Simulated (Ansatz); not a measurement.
CuH (charge +1), a ladder of methods at one geometry

With Ansatz's Python interface.

Notebook, run cell by cell (the value of a cell's last expression is shown):

```python
import ansatz as az
```

```python
geometry_ang = [
    ("Cu", (0.0, 0.0, 0.0)),
    ("H", (0.0, 0.0, 1.555)),
]
system = az.Crystal.molecule()
for symbol, xyz in geometry_ang:
    system = system.atom(symbol, xyz)
```

```python
base = system.calculation().basis(gaussian="def2-SVP").charge(1).spin("collinear", total=1)
```

```python
methods = ["mp2", "ccsd", "ccsd_t", "bccd_t"]
batch = az.Session.batch([base.correlation(m).input() for m in methods])
reports = sorted(batch.plan().execute().molecular_reports, key=lambda each: each["member"])
print(f"Hartree-Fock reference {reports[0]['reference_energy_ev'] / 27.211386246:.6f} Ha")
best = reports[-1]["free_energy_ev"] - reports[-1]["reference_energy_ev"]
for method, each in zip(methods, reports):
    gained = each["free_energy_ev"] - each["reference_energy_ev"]
    print(f"{method:8s} total {each['free_energy_ev'] / 27.211386246:.6f} Ha  correlation {gained:9.4f} eV  ({100 * gained / best:.1f} % of the last)")
```

    Hartree-Fock reference -1638.959078 Ha
    mp2      total -1639.256783 Ha  correlation   -8.1010 eV  (86.3 % of the last)
    ccsd     total -1639.283761 Ha  correlation   -9.1280 eV  (97.2 % of the last)
    ccsd_t   total -1639.296931 Ha  correlation   -9.4864 eV  (101.0 % of the last)
    bccd_t   total -1639.298995 Ha  correlation   -9.3908 eV  (100.0 % of the last)

Reading the output:
- Total energies depend on the basis set; only differences at equal settings carry meaning.
- The geometry is a force-field or estimated start, not a minimum of this method, and the basis set is short of its limit. A lower total doesn't mark the better method: functionals have no common bound, and MP2 and coupled cluster aren't variational.
- The species is open-shell (spin multiplicity 2).
- Inner cores stay frozen, so this is valence correlation.
